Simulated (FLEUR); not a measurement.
**GaGe3: equation of state with LDA**

GaGe3:

```xyz
4
Lattice="0.0000 3.3872 3.3872 3.3872 0.0000 3.3872 3.3872 3.3872 0.0000" Properties=species:S:1:pos:R:3 pbc="T T T"
Ge    3.3872    3.3872    3.3872
Ge    5.0808    5.0808    5.0808
Ge    1.6936    1.6936    1.6936
Ga    0.0000    0.0000    0.0000
```

The cell comes from a database or a generator and needn't be the stable form of this composition.

```json
{
 "Program": "FLEUR MaX-R8.1 (later development tree)",
 "Task": "equation of state",
 "Functional": "LDA",
 "Potentials or basis": "all-electron",
 "Basis": "FLAPW",
 "Kmax": "4.1 1/bohr",
 "k mesh": "7 × 7 × 7",
 "Occupations": "fermi-dirac, width 0.05 eV",
 "Spin": "no spin polarisation"
}
```

The equilibrium volume is 17.82 Å³/atom (rough: see the caveat). The bulk modulus is 78 GPa (rough).

Energy against volume, from the lowest point:
| volume (Å³/atom) | energy (meV/atom) |
| --- | --- |
| 18.264 | 0.00 |
| 18.653 | 6.10 |
| 19.430 | 27.43 |
| 20.208 | 58.75 |
| 20.596 | 77.41 |

Caveat: the minimum lies outside the volumes run.
